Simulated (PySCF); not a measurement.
# B3H6N3 (borazine): the cost of one run

The runs use PySCF 2.14.0, with density-fitted response routines of our own; the level of theory stands in each step. All values are computed, except where a source is named. Atoms count from 0, in the outputs and in this text.

**1. The molecule as given**

12 atoms, charge 0, multiplicity 1; geometry from: GFN2-xTB. The atoms were then displaced at random by about 0.01 Å, so the start is not that level's minimum.

Bonds of the start (Å): B0–N1 1.43, N1–B2 1.43, B2–N3 1.36, N3–B4 1.44, B4–N5 1.41, N5–B0 1.44, B0–H6 1.15, N1–H7 1.03, B2–H8 1.20, N3–H9 1.03, B4–H10 1.18, N5–H11 1.01.

**2. Relaxing the molecule at PBE0-D3(BJ)/def2-TZVP**

Job settings and geometry (Å):

```
{"job": {"xc": "PBE0", "basis": "def2-TZVP", "d3": "d3bj", "grid": 2, "shake": 0.01, "kind": "geom"}, "charge": 0, "multiplicity": 1}
B      0.978050    -1.096150    -0.078390
N      1.340530     0.242250     0.263690
B      0.410860     1.322610     0.346890
N     -0.894730     1.039800     0.072020
B     -1.391410    -0.261490    -0.289220
N     -0.421730    -1.279830    -0.349480
H      1.748880    -1.947330    -0.149380
H      2.335360     0.431860     0.452800
H      0.781410     2.413240     0.666800
H     -1.601370     1.785950     0.141380
H     -2.531680    -0.466330    -0.496460
H     -0.714470    -2.212860    -0.589680
```

Run with:

```sh
> OMP_NUM_THREADS=2 python probes_run.py task.json out
```

One launch serves the whole session: the jobs run in the order shown.

Q: Estimate the wall time and peak memory of this first job on 2 threads of Intel Xeon 6975P-C, shared host.

About 63 s, with a peak of 1.1 GiB.
